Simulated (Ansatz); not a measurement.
# ZrMo2C2: the cost of one run

Computed with Ansatz 0.2.0 (DFT PBE, scalar-relativistic, plane waves, PAW, unless a step's input says otherwise).

## (1) Starting point

Symmetry: P6/mmm, No. 191, hexagonal system. The conventional cell has a = 4.188 Å, b = 4.188 Å, c = 5.590 Å, α = 90.00°, β = 90.00°, γ = 120.00°. Around Zr (site symmetry 6/mmm) lie 2 C at 2.12 Å. Mo (site symmetry -6m2) has 3 Mo at 2.42 Å and 6 C at 2.51 Å in its first shell of neighbours. C (site symmetry 6mm) is surrounded by 1 C at 1.35 Å and 1 Zr at 2.12 Å.

Structure file:

```cif
data_structure
_symmetry_space_group_name_H-M 'P6/mmm'
_symmetry_Int_Tables_number 191
_cell_length_a 4.1882
_cell_length_b 4.1882
_cell_length_c 5.5904
_cell_angle_alpha 90.000
_cell_angle_beta 90.000
_cell_angle_gamma 120.000
_cell_volume 84.93
loop_
_atom_site_label
_atom_site_type_symbol
_atom_site_symmetry_multiplicity
_atom_site_Wyckoff_symbol
_atom_site_fract_x
_atom_site_fract_y
_atom_site_fract_z
_atom_site_occupancy
Zr1 Zr 1 a 0.00000 0.00000 0.00000 1
Mo1 Mo 2 d 0.33333 0.66667 0.50000 1
C1 C 2 e 0.00000 0.00000 0.62086 1
```

The cell was relaxed beforehand at this level, from a generated guess; it needn't be the stable form of this composition. At a tolerance of 0.05 Å it has space group P6/mmm (No. 191); it has 16.99 Å³/atom, an uncorrected energy of +0.90 eV/atom over the elements.

## (2) Static run: bands, density of states and charges

input.yaml

```yaml
crystal:
  lattice:
    - [4.1882465159, 0.0, 0.0]
    - [-2.0941232579, 3.62712788, 0.0]
    - [0.0, 0.0, 5.5904118975]
  atoms:
    - { symbol: Zr, position: [0.0, 0.0, 0.0] }
    - { symbol: Mo, position: [0.3333333333, 0.6666666667, 0.5] }
    - { symbol: Mo, position: [0.6666666667, 0.3333333333, 0.5] }
    - { symbol: C, position: [0.0, 0.0, 0.6208608106] }
    - { symbol: C, position: [0.0, 0.0, 0.3791391894] }
basis:
  ecutwfc: 420
kpoints:
  mp_grid: { grid: [12, 12, 8] }
  band_path:
    path:
      - [[0.0, 0.0, 0.0], [0.5, 0.0, 0.0], [0.33333333, 0.33333333, 0.0], [0.0, 0.0, 0.0], [0.0, 0.0, 0.5], [0.5, 0.0, 0.5], [0.33333333, 0.33333333, 0.5], [0.0, 0.0, 0.5]]
      - [[0.5, 0.0, 0.5], [0.5, 0.0, 0.0]]
      - [[0.33333333, 0.33333333, 0.5], [0.33333333, 0.33333333, 0.0]]
    npoints: 14
hamiltonian:
  xc: pbe
scf:
  occupations: { method: gaussian, width: 0.1 }
  n_extra_bands: 12
output:
  forces: true
  stress: true
  eigenvalues: true
  populations: true
  dos: { projected: true, de: 0.02, nscf_kmesh: { grid: [15, 15, 10] } }
  bader: true
  write_density: true
  write_potential: true
  elf: true
  volumetric_format: npy
```

On the command line:

```
> ansatz run input.yaml --threads 1 --pin off --max-ram 2560MiB --backend cpu --events-out ev --progress --plain --runs-dir out
```

**Question.** How long does this run take on 1 thread of Intel Xeon at 2.70GHz, shared host, and how much memory does it need?

About 87 s, with a peak of 0.61 GiB.
